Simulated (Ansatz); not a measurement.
Run this with the Ansatz DFT code, driven from Python and show what comes out.

The script, `brclmg.py`:
```python
"""Static correlation in BrClMg: natural occupations of an active space."""

import ansatz as az

BASIS = "def2-SVP"

geometry_ang = [
    ("Cl", [0.9454, 2.0839, 0.7351]),
    ("Mg", [0.0091, 0.0391, 0.0121]),
    ("Br", [-0.9654, -2.1879, -0.7604]),
]
mol = az.Crystal.molecule()
for symbol, xyz in geometry_ang:
    mol = mol.atom(symbol, xyz)

model = mol.calculation()
model = model.basis(gaussian=BASIS).correlation(active_electrons=6, active_orbitals=6)
for method in [None, "sc_nevpt2"]:
    r = (model if method is None else model.correlation(method)).run().report
    space = r["configurations"]
    state = space["states"][0]
    print(method or "casscf", f"total {r['free_energy_ev'] / 27.211386246:.6f} Ha, active-space state {state['energy']['hartree']:.6f} Ha, mean field {r['reference_energy_ev'] / 27.211386246:.6f} Ha")
    print("  determinants", state["n_determinants"], " natural occupations", [round(n, 3) for n in space["natural_occupations"]])
print("effectively unpaired electrons, sum of min(n, 2 - n):", round(sum(min(n, 2 - n) for n in space["natural_occupations"]), 3))
```

```console
$ python brclmg.py
casscf total -3231.195279 Ha, active-space state -3231.195279 Ha, mean field -3231.152108 Ha
  determinants 400  natural occupations [1.987, 1.987, 1.973, 0.02, 0.016, 0.016]
sc_nevpt2 total -3231.541699 Ha, active-space state -3231.195242 Ha, mean field -3231.152108 Ha
  determinants 208  natural occupations [1.987, 1.987, 1.973, 0.02, 0.016, 0.016]
effectively unpaired electrons, sum of min(n, 2 - n): 0.105
```

What to keep in mind:
- Total energies depend on the basis set; only differences at equal settings carry meaning.
- The geometry is a force-field or estimated start, not a minimum of this method, and the basis set is short of its limit. The active space starts as a window about the frontier orbitals and is then optimised, not chosen by chemistry.
- Finished in 40 s on 1 thread of Arm Neoverse N1 (shared host), peak memory 0.21 GiB.
